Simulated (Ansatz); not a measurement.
Working through a comparison of enthalpies under pressure of two structures of Nb

With Ansatz's Python interface.

The cells in order, each with its output:

**Cell 1**
```python
import warnings

import ansatz as az
import numpy as np
import pandas as pd

PHASES = {
    'Im-3m': (
        [(-1.66395, 1.66395, 1.66395), (1.66395, -1.66395, 1.66395), (1.66395, 1.66395, -1.66395)],
        [
            ('Nb', (0.0, 0.0, 0.0)),
        ],
    ),
    'Fm-3m': (
        [(0.0, 2.115, 2.115), (2.115, 0.0, 2.115), (2.115, 2.115, 0.0)],
        [
            ('Nb', (0.0, 0.0, 0.0)),
        ],
    ),
}
```

**Cell 2**
```python
def build(vectors, sites):
    crystal = az.Crystal(lattice=az.Lattice.of(vectors))
    for symbol, position in sites:
        crystal = crystal.atom(symbol, position)
    return crystal
```

**Cell 3**
```python
def solve(name, crystal, pressure=0.0):
    calc = (
        crystal.calculation()
        .functional('lda')
        .basis(420)
        .kpoints(spacing=0.15)
        .occupations('cold', width=0.05)  # smearing steadies the SCF of a metal
    )
    calc = calc.relax(force_tolerance=0.02, cell=True, pressure=pressure)
    return calc.run(threads=1, backend='cpu')
```

**Cell 4**
```python
def volume_per_atom(outcome):
    return abs(np.linalg.det(outcome.lattice.cell_ang)) / len(outcome.lattice.sites)
```

**Cell 5**
```python
warnings.simplefilter('ignore', az.DeckWarning)
```

**Cell 6**
```python
phases = {name: build(*cell) for name, cell in PHASES.items()}
```

**Cell 7**
```python
# enthalpy per atom at each pressure
pressures = [0, 5, 10, 20]
enthalpy, volume = {name: [] for name in phases}, {name: [] for name in phases}
for p in pressures:
    for name, crystal in phases.items():
        o = solve(name, crystal, pressure=p)
        volume[name].append(volume_per_atom(o))
        enthalpy[name].append(o.report['energy_sigma0_ev'] / len(o.lattice.sites) + p * volume[name][-1] / 160.21766)
gap = np.array(enthalpy['Fm-3m']) - np.array(enthalpy['Im-3m'])
rows = [(p, va, vb, 1000 * d) for p, va, vb, d in zip(pressures, volume['Im-3m'], volume['Fm-3m'], gap)]
print(pd.DataFrame(rows, columns=['P (GPa)', 'V Im-3m (A^3/atom)', 'V Fm-3m (A^3/atom)', 'H(Fm-3m) - H(Im-3m) (meV/atom)']).round(4).to_string(index=False))
crossings = [p0 - g0 * (p1 - p0) / (g1 - g0) for p0, p1, g0, g1 in zip(pressures, pressures[1:], gap, gap[1:]) if g0 * g1 < 0]
print('crossing near', [round(float(p), 1) for p in crossings], 'GPa') if crossings else print('no crossing in this range')
```
Output:
```text
 P (GPa)  V Im-3m (A^3/atom)  V Fm-3m (A^3/atom)  H(Fm-3m) - H(Im-3m) (meV/atom)
       0             17.1339             17.7332                        363.8881
       5             16.7037             17.2772                        381.9530
      10             16.2983             16.8618                        399.6868
      20             15.6323             16.1694                        434.0852
no crossing in this range
```

What to keep in mind:
- The run is spin-unpolarised.
- At a fixed pressure a relaxation lowers the enthalpy F + PV, while F alone can rise.
- Of the deposited cell: the entry's cell lengths or inner coordinates differ somewhat from later room-temperature determinations.
- The cells come from databases of deposited and of computed structures, and not all need be stable phases.
- Only these two structures are compared, at zero temperature and with their symmetry kept; either may be hypothetical, and another phase may be lower than both. Differences under 10 to 15 meV an atom lie within the error of mesh and functional.
- Finished in 61 s on 1 thread of Arm Neoverse V2 (shared host), peak memory 0.45 GiB.
